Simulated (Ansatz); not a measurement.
# H₄NOSbSi: one species, many methods

The task here is to estimate one member of a computed series from the others.

Program: Ansatz 0.2.0, Gaussian basis. Level of theory: functionals in def2-TZVPP, the program's frozen cores in correlated methods. These are calculated values, not measurements.

Levels to be run: LDA (SPW92), PBE-D4, revPBE-D4, BLYP-D4, r2SCAN-D4, B97M-V, PBE0-D4, B3LYP-D4, r2SCANh-D4, r2SCAN0-D4, HSE06-D4, BHLYP-D4, CAM-B3LYP-D4, LC-ωPBE, ωB97X-V, ωB97M-V, B2PLYP, PBE-QIDH; CCSD(T)/def2-SVP; CCSD(T)/def2-TZVPP; MP2/def2-QZVPP; extrapolation to the limit; RPA on PBE.

## Structure used throughout

The geometry comes from an earlier relaxation with PBE0-D4 in a triple-zeta def2 set; it is a stationary point, not always the lowest conformer. Sb takes the def2 core potential; no spin-orbit term is included.

SMILES `O[SiH]1[NH][SbH]1`, 8 atoms, charge 0, spin multiplicity 1.

Atoms are counted from 1 here; the program's logs count them from 0.

Bond lengths: O1–Si2 1.641 Å, O1–H5 0.959 Å, Si2–N3 1.662 Å, Si2–Sb4 2.507 Å, Si2–H6 1.485 Å, N3–Sb4 2.112 Å, N3–H7 1.004 Å, Sb4–H8 1.725 Å. Angles: Si2–O1–H5 116.7°, O1–Si2–N3 118.0°, O1–Si2–Sb4 121.7°, O1–Si2–H6 108.4°, N3–Si2–Sb4 56.6°, N3–Si2–H6 119.1°, Sb4–Si2–H6 124.3°, Si2–N3–Sb4 82.3°, Si2–N3–H7 143.3°, Sb4–N3–H7 128.9°, Si2–Sb4–N3 41.1°, Si2–Sb4–H8 96.9°, N3–Sb4–H8 95.1°.

The first run:

Contents of in.yaml:

```yaml
crystal:
  periodic: [false, false, false]
  atoms:
    - {symbol: O, position_ang: [-0.166698, 1.536274, -1.261066]}
    - {symbol: Si, position_ang: [-0.131374, 0.512985, 0.021486]}
    - {symbol: N, position_ang: [1.005285, -0.700011, 0.020551]}
    - {symbol: Sb, position_ang: [-0.704870, -1.916233, -0.216529]}
    - {symbol: H, position_ang: [-0.640979, 2.361291, -1.141697]}
    - {symbol: H, position_ang: [-0.341292, 1.305308, 1.259995]}
    - {symbol: H, position_ang: [1.961504, -0.906824, -0.204057]}
    - {symbol: H, position_ang: [-0.889575, -2.249890, 1.465518]}
basis:
  gaussian: {orbitals: def2-TZVPP}
hamiltonian: {xc: lda}
output: {orbitals: {seedname: orbitals}}
```

The run is started by

```sh
$ ansatz run in.yaml --threads 4 --pin off --events-out ev --progress --plain --max-ram 10444MiB
```

Steps of the session up to this table: LDA; PBE-D4 (GGA); revPBE-D4 (GGA); BLYP-D4 (GGA); r2SCAN-D4 (meta-GGA); B97M-V (meta-GGA); PBE0-D4 (hybrid); B3LYP-D4 (hybrid); r2SCANh-D4 (hybrid); r2SCAN0-D4 (hybrid); HSE06-D4 (hybrid); BHLYP-D4 (hybrid); CAM-B3LYP-D4 (range-separated); LC-ωPBE (range-separated); ωB97X-V (range-separated); ωB97M-V (range-separated); B2PLYP (double hybrid); PBE-QIDH (double hybrid).

One table of the session follows, with a row left open; its other results are not shown here.

It belongs to the step «Orbital energies across the functionals». 

| functional | HOMO (eV) | gap (eV) |
| --- | --- | --- |
| LDA (SPW92) | -5.59 | 3.44 |
| PBE-D4 | -5.44 | 3.46 |
| revPBE-D4 | -5.39 | 3.49 |
| BLYP-D4 | -5.29 | 3.40 |
| r2SCAN-D4 | -5.67 | 3.86 |
| B97M-V | ? | ? |
| PBE0-D4 | -6.43 | 5.20 |
| B3LYP-D4 | -6.23 | 4.79 |
| r2SCANh-D4 | -6.03 | 4.50 |
| r2SCAN0-D4 | -6.57 | 5.45 |
| HSE06-D4 | -6.04 | 4.45 |
| BHLYP-D4 | -7.25 | 6.83 |
| CAM-B3LYP-D4 | -7.58 | 7.33 |
| LC-ωPBE | -8.79 | 9.62 |
| ωB97X-V | -8.51 | 9.23 |
| ωB97M-V | -8.35 | 8.89 |

**Question.** Estimate the row for B97M-V.

**Answer.** HOMO (eV): -5.65; gap (eV): 3.78. In the column «HOMO (eV)» it lies between r2SCAN-D4 (-5.67) and LDA (SPW92) (-5.59).
